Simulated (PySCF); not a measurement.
# C₃H₇Al: electronic excitations and core binding energies

Wanted: the electronic excitations and core binding energies of C₃H₇Al (`C=C[CH2][AlH2]`), by calculation.

Programs: PySCF 2.14.0, with density-fitted response routines of our own. Each step states its level of theory. These are calculated values for one molecule in the gas phase, unless marked as measured. Atoms count from 0, in the outputs and in this text.

**1. The starting structure**

11 atoms, charge 0, multiplicity 1; geometry from: GFN2-xTB.

Bonds of the start (Å): C0–C1 1.33, C1–C2 1.49, C2–Al3 2.01, C0–H4 1.08, C0–H5 1.08, C1–H6 1.09, C2–H7 1.09, C2–H8 1.10, Al3–H9 1.55, Al3–H10 1.55.

**2. TDDFT and polarisability: wB97X-D/def2-SVPD**

What the job is given:

```
{"job": {"kind": "uv", "xc": "wB97X-D", "basis": "def2-SVPD", "nstates": 8, "ntriplets": 3}, "charge": 0, "multiplicity": 1}
C     -1.483488     0.662755    -0.467500
C     -0.842860    -0.107417     0.406321
C      0.240252    -1.063941     0.040085
Al     1.728403     0.279793    -0.155828
H     -1.297639     0.577829    -1.527326
H     -2.249274     1.356349    -0.164937
H     -1.066502    -0.012830     1.463949
H      0.354882    -1.849120     0.793401
H      0.006477    -1.553202    -0.914009
H      3.206807     0.018968     0.235583
H      1.408366     1.693488    -0.695781
```

Level: TDDFT wB97X-D/def2-SVPD, vertical, gas phase, core orbitals frozen in the response.

The program printed:

```text
coarse grid: 9224 points
cycle   1  E = -360.6226409783  dE =  1.946e-01  |g| = 2.884e-01  |ddm| = 3.990e+00
cycle   2  E = -360.6413723638  dE = -1.873e-02  |g| = 1.818e-01  |ddm| = 7.671e-01
cycle   3  E = -360.6501305153  dE = -8.758e-03  |g| = 2.697e-02  |ddm| = 3.006e-01
cycle   4  E = -360.6504258740  dE = -2.954e-04  |g| = 8.490e-03  |ddm| = 9.111e-02
cycle   5  E = -360.6504468678  dE = -2.099e-05  |g| = 3.458e-03  |ddm| = 1.990e-02
cycle   6  E = -360.6504511752  dE = -4.307e-06  |g| = 1.061e-03  |ddm| = 8.025e-03
final grid: 83120 points
cycle   7  E = -360.7054450131  dE = -5.636e-05  |g| = 2.648e-03  |ddm| = 7.921e-02
cycle   8  E = -360.7054466431  dE = -1.630e-06  |g| = 1.842e-03  |ddm| = 1.169e-02
cycle   9  E = -360.7054475059  dE = -8.628e-07  |g| = 4.487e-04  |ddm| = 3.221e-03
cycle  10  E = -360.7054475844  dE = -7.855e-08  |g| = 2.112e-04  |ddm| = 1.255e-03
cycle  11  E = -360.7054475986  dE = -1.415e-08  |g| = 4.144e-05  |ddm| = 3.158e-04
cycle  12  E = -360.7054476010  dE = -2.378e-09  |g| = 1.760e-05  |ddm| = 1.852e-04
cycle  13  E = -360.7054476014  dE = -3.993e-10  |g| = 6.074e-06  |ddm| = 6.858e-05
converged SCF energy = -360.7054476014

Static polarisability (au): isotropic 65.812, principal 53.999 62.815 80.621

Singlet excitations
state   eV       nm        f      main configurations
  1   4.2634    290.8   0.02139   H->L 0.95
  2   5.4556    227.3   0.00428   H-1->L 0.98
  3   6.3055    196.6   0.01698   H->L+1 0.52, H->L+2 0.21, H->L+3 0.18
  4   6.4537    192.1   0.19680   H->L+2 0.70, H->L+1 0.10
  5   6.6218    187.2   0.00688   H-2->L 0.83
  6   7.2081    172.0   0.09093   H->L+3 0.54, H->L+1 0.18, H->L+4 0.16
  7   7.3702    168.2   0.05788   H->L+5 0.48, H->L+4 0.20, H->L+6 0.12
  8   7.5566    164.1   0.00888   H->L+4 0.46, H->L+6 0.35

Triplet excitations (Tamm-Dancoff, eV): 3.6496 4.6938 5.1356
```

Run time: 12 s. Hardware: 1 thread, shared host.

The orbitals next to the gap, with their largest atomic shares:

| orbital | eV | atoms |
| --- | --- | --- |
| HOMO−3 | -11.99 | C1 22 %, C0 17 %, C2 15 % |
| HOMO−2 | -10.94 | C1 23 %, C2 20 %, Al3 16 % |
| HOMO−1 | -10.25 | Al3 37 %, H10 34 %, H9 16 % |
| HOMO | -8.43 | C0 30 %, C1 23 %, C2 19 % |
| LUMO | 0.21 | Al3 57 %, C2 10 %, H9 9 % |
| LUMO+1 | 1.70 | Al3 76 % |
| LUMO+2 | 2.14 | C1 27 %, Al3 22 %, C0 21 % |

With each of the 8 states as a Gaussian band of 0.4 eV half-width at 1/e, the curve within the window shown has maxima at 291 nm (ε 870), 192 nm (ε 8,900), 171 nm (ε 6,200) L/(mol cm). Beyond the last state computed it falls off for lack of states. The curve at chosen wavelengths:

nm, ε (L/mol/cm) and a bar:
```
      158       1005 ###
      165       4373 ###############
      172       6121 #####################
      180       5201 ##################
      187       7647 ##########################
      194       8734 ##############################
      201       5600 ###################
      208       2193 #######
      216        547 ##
      223        240 #
      230        181 
      237        132 
      244         86 
      252         86 
      259        163 
      266        320 #
      273        529 ##
      280        727 ##
      288        855 ###
      295        848 ###
      302        745 ##
      309        589 ##
      316        425 #
      324        266 #
      331        165 
      338         96
```

Further results of this job:

| property | computed |
| --- | --- |
| dipole moment (D) | 0.70 |
| polarisability (Å³) | 9.75 |
| HOMO–LUMO gap (eV) | 8.64 |
| −ε(HOMO) (eV) | 8.43 |

**3. X-ray photoelectron lines: SCAN, X2C**

The job, as its differences from that of step 2:

```diff
@@ -1,2 +1,2 @@
-{"job": {"kind": "uv", "xc": "wB97X-D", "basis": "def2-SVPD", "nstates": 8, "ntriplets": 3}, "charge": 0, "multiplicity": 1}
+{"job": {"kind": "xps"}, "charge": 0, "multiplicity": 1}
 C     -1.483488     0.662755    -0.467500
```

With the program's defaults for keys left out, this is: delta-SCF UKS SCAN, pcX-2 on the ionised atom, pcseg-1 elsewhere, spin-free X2C.

The program printed:

```text
ground state, core basis on atom 0 (C), 126 functions
  cycle   1  E = -361.18181132  |g| = 5.07e-01
  cycle   2  E = -361.11683178  |g| = 6.79e-01
  cycle   3  E = -361.25481322  |g| = 5.52e-02
  cycle   4  E = -361.25593672  |g| = 1.70e-02
  cycle   5  E = -361.25597454  |g| = 1.34e-02
  cycle   6  E = -361.25602213  |g| = 3.64e-03
  cycle   7  E = -361.25602503  |g| = 1.41e-03
  cycle   8  E = -361.25602753  |g| = 1.76e-04
  E(ground) = -361.29167703 Eh
hole in C 1s of atom 0
  cycle   1  E = -350.02973049  |g| = 1.51e+00
  cycle   2  E = -349.05847279  |g| = 1.91e+00
  cycle   3  E = -350.50881735  |g| = 4.28e-01
  cycle   4  E = -350.55929356  |g| = 3.01e-01
  cycle   5  E = -350.61088318  |g| = 7.12e-02
  cycle   6  E = -350.61331546  |g| = 1.09e-02
  cycle   7  E = -350.61337502  |g| = 7.73e-03
  cycle   8  E = -350.61341306  |g| = 2.90e-03
  cycle   9  E = -350.61342136  |g| = 1.19e-03
  cycle  10  E = -350.61342331  |g| = 3.44e-04
  E(ion) = -350.64848253 Eh   <S^2> = 0.7800   hole on atom = 1.000   binding energy = 289.616 eV
ground state, core basis on atom 1 (C), 126 functions
  cycle   1  E = -361.25639151  |g| = 6.37e-02
  cycle   2  E = -361.25544234  |g| = 6.68e-02
  cycle   3  E = -361.25627737  |g| = 3.77e-02
  cycle   4  E = -361.25665850  |g| = 7.40e-03
  cycle   5  E = -361.25667603  |g| = 6.40e-04
  cycle   6  E = -361.25667388  |g| = 1.55e-04
  E(ground) = -361.29228050 Eh
hole in C 1s of atom 1
  cycle   1  E = -350.00440592  |g| = 1.51e+00
  cycle   2  E = -348.02948733  |g| = 2.17e+00
  cycle   3  E = -350.36393543  |g| = 5.38e-01
  cycle   4  E = -350.45870108  |g| = 4.62e-01
  cycle   5  E = -350.55909737  |g| = 1.97e-01
  cycle   6  E = -350.57974134  |g| = 5.56e-02
  cycle   7  E = -350.58151671  |g| = 1.46e-02
  cycle   8  E = -350.58184744  |g| = 8.21e-03
  cycle   9  E = -350.58204963  |g| = 6.70e-03
  cycle  10  E = -350.58222732  |g| = 4.33e-03
  cycle  11  E = -350.58228840  |g| = 1.57e-03
  cycle  12  E = -350.58229270  |g| = 7.17e-04
  cycle  13  E = -350.58229394  |g| = 2.35e-04
  E(ion) = -350.61683261 Eh   <S^2> = 0.8588   hole on atom = 1.000   binding energy = 290.494 eV
ground state, core basis on atom 2 (C), 126 functions
  cycle   1  E = -361.25637491  |g| = 5.95e-02
  cycle   2  E = -361.25617480  |g| = 3.53e-02
  cycle   3  E = -361.25618819  |g| = 3.39e-02
  cycle   4  E = -361.25647936  |g| = 8.91e-03
  cycle   5  E = -361.25649925  |g| = 4.75e-04
  E(ground) = -361.29170806 Eh
hole in C 1s of atom 2
  cycle   1  E = -350.02558525  |g| = 1.51e+00
  cycle   2  E = -349.26543005  |g| = 1.86e+00
  cycle   3  E = -350.51021288  |g| = 4.34e-01
  cycle   4  E = -350.53080641  |g| = 3.55e-01
  cycle   5  E = -350.60328422  |g| = 5.90e-02
  cycle   6  E = -350.60472045  |g| = 1.92e-02
  cycle   7  E = -350.60491101  |g| = 6.48e-03
  cycle   8  E = -350.60493769  |g| = 1.57e-03
  cycle   9  E = -350.60493994  |g| = 7.89e-04
  cycle  10  E = -350.60494082  |g| = 2.97e-04
  E(ion) = -350.63890648 Eh   <S^2> = 0.7682   hole on atom = 1.000   binding energy = 289.877 eV
ground state, core basis on atom 3 (Al), 137 functions
  cycle   1  E = -361.32429912  |g| = 2.41e-01
  cycle   2  E = -361.32437787  |g| = 4.12e-02
  cycle   3  E = -361.32433973  |g| = 3.08e-02
  cycle   4  E = -361.32446277  |g| = 1.39e-02
  cycle   5  E = -361.32451773  |g| = 2.44e-03
  cycle   6  E = -361.32452025  |g| = 2.06e-04
  E(ground) = -361.32295906 Eh
hole in Al 1s of atom 3
  cycle   1  E = -302.74268903  |g| = 3.97e+00
  cycle   2  E = -302.05958322  |g| = 2.21e+00
  cycle   3  E = -300.49487480  |g| = 1.71e+00
  cycle   4  E = -303.63787403  |g| = 3.97e-01
  cycle   5  E = -303.72833186  |g| = 1.51e-01
  cycle   6  E = -303.73949798  |g| = 6.32e-02
  cycle   7  E = -303.74107251  |g| = 3.97e-02
  cycle   8  E = -303.74196993  |g| = 5.82e-03
  cycle   9  E = -303.74199038  |g| = 2.73e-03
  cycle  10  E = -303.74199660  |g| = 1.18e-03
  cycle  11  E = -303.74199901  |g| = 9.10e-04
  cycle  12  E = -303.74200455  |g| = 8.69e-04
  cycle  13  E = -303.74201351  |g| = 7.89e-04
  cycle  14  E = -303.74202755  |g| = 6.47e-04
  cycle  15  E = -303.74203473  |g| = 4.28e-04
  E(ion) = -303.74401138 Eh   <S^2> = 0.7636   hole on atom = 1.000   binding energy = 1566.803 eV
hole in Al 2p of atom 3
  cycle   1  E = -358.07601830  |g| = 1.06e+00
  cycle   2  E = -357.18987221  |g| = 1.25e+00
  cycle   3  E = -358.02386379  |g| = 6.84e-01
  cycle   4  E = -358.32664588  |g| = 1.58e-01
  cycle   5  E = -358.33774717  |g| = 1.43e-01
  cycle   6  E = -358.34784358  |g| = 5.48e-02
  cycle   7  E = -358.34983937  |g| = 1.40e-02
  cycle   8  E = -358.34994206  |g| = 5.83e-03
  cycle   9  E = -358.34997407  |g| = 2.61e-03
  cycle  10  E = -358.34999165  |g| = 2.13e-03
  cycle  11  E = -358.35001241  |g| = 1.96e-03
  cycle  12  E = -358.35005683  |g| = 1.66e-03
  cycle  13  E = -358.35009719  |g| = 1.11e-03
  cycle  14  E = -358.35010851  |g| = 6.08e-04
  cycle  15  E = -358.35010962  |g| = 3.34e-04
  E(ion) = -358.35500595 Eh   <S^2> = 0.7989   hole on atom = 1.003   binding energy = 80.762 eV
  2p3/2 = 80.254 eV   2p1/2 = 80.856 eV
```

Wall time 32 s (1 thread, shared host).

The holes in one table. −ε is the ground-state orbital energy:

| hole | stands for | environment | ΔSCF (eV; 2p as the shell's mean) | −ε (eV) | ⟨S²⟩ |
| --- | --- | --- | --- | --- | --- |
| C1s on C0 | C0 | terminal =CH2 carbon | 289.62 | 273.1 | 0.780 |
| C1s on C1 | C1 | alkene CH | 290.49 (doubtful) | 273.8 | 0.859 |
| C1s on C2 | C2 | allylic sp3 CH2 bonded to Al | 289.88 | 273.3 | 0.768 |
| Al1s on Al3 | Al3 | aluminium bonded to C, 2 H | 1566.80 | 1518.0 | 0.764 |
| Al2p on Al3 | Al3 | aluminium bonded to C, 2 H | 80.45 | 70.6 | 0.799 |

Doubtful: the ion did not converge, its hole moved, or its ⟨S²⟩ is well above 0.75.

With the spin-orbit splitting: Al3 2p3/2 80.25, 2p1/2 80.86 eV. The table gives each 2p level as the mean over the whole 2p shell (two parts 2p3/2, one part 2p1/2), which differs a little from the single hole in the log.

**4. Results**

```
                                                    quantity                        value
                          lowest singlet (wB97X-D/def2-SVPD)  4.26 eV (291 nm), f = 0.021
                    brightest single state of those computed  state 4, 6.45 eV, f = 0.197
                                              lowest triplet                      3.65 eV
C1s binding energies, SCAN/pcX-2 (standing for 2 of 3 atoms)      C2 289.88, C0 289.62 eV
                           Al1s binding energies, SCAN/pcX-2               Al3 1566.80 eV
                           Al2p binding energies, SCAN/pcX-2                 Al3 80.45 eV
```

In words: The first singlet state (HOMO→LUMO 0.95) lies at 4.26 eV and is weak; of the 8 states computed, the strongest absorption comes from state 4 at 6.45 eV. The lowest triplet lies 0.61 eV below the lowest singlet (triplets in Tamm-Dancoff, singlets in full TDDFT). C2 (allylic sp3 CH2 bonded to Al) binds its C1s electron 0.26 eV more tightly than C0 (terminal =CH2 carbon). Only 2 of the 3 C atoms are covered by sound results.
